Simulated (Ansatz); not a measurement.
NaLaMnMoO6:

```
Na La Mn Mo O
1.0
     0.00000    3.86259    3.86259
     3.86259    0.00000    3.86259
     3.86259    3.86259    0.00000
Na La Mn Mo O
1 1 1 1 6
Direct
  0.25000 0.25000 0.25000
  0.75000 0.75000 0.75000
  0.50000 0.50000 0.50000
  0.00000 0.00000 0.00000
  0.74662 0.25338 0.25338
  0.25338 0.25338 0.74662
  0.25338 0.74662 0.25338
  0.74662 0.25338 0.74662
  0.74662 0.74662 0.25338
  0.25338 0.74662 0.74662
```

The cell was built by a generator and needn't be a form met in nature.

Base run:

* Program: Ansatz 0.2.0
* Functional: PBEsol
* Potentials or basis: Ansatz PAW
* Cutoff: 420 eV (not typed: the program's choice for these potentials)
* k mesh: 6 × 6 × 6
* Occupations: fermi-dirac, width 0.05 eV
* Spin: collinear spin, ferromagnetic start
* Starting moments: [0.0, 0.0, 4.0, 1.0, 0.0, 0.0, 0.0, 0.0, 0.0, 0.0] μB

Its results: band gap on the k mesh none (metal or under the smearing width); pressure -6.8 GPa; net moment 1.18 μB per cell; site moments Na +0.00; La -0.03; Mn +1.72; Mo -0.45; O +0.01 μB.

Problem. The run is repeated on the same cell with these changes: functional from PBEsol to PBE. What comes out?

Solution. Band gap on the k mesh none (metal or under the smearing width); pressure 0.0 GPa; net moment 1.16 μB per cell; site moments Na +0.00; La -0.03; Mn +1.76; Mo -0.49; O +0.01 μB.

PBE binds less tightly than PBEsol, so the same cell stands under more pressure.

Caveats: spin-orbit coupling is left out, which moves the levels of the heavy elements; a cell with one magnetic atom can't hold antiferromagnetic order, which such compounds often take; semilocal functionals often make such compounds metallic where correlation or magnetic order opens a gap, which also shifts bond lengths; the starting moments weren't kept; the PAW data sets come from PBE, with cores solved anew for the run's functional, which leaves a small shift of forces and pressure (some runs).
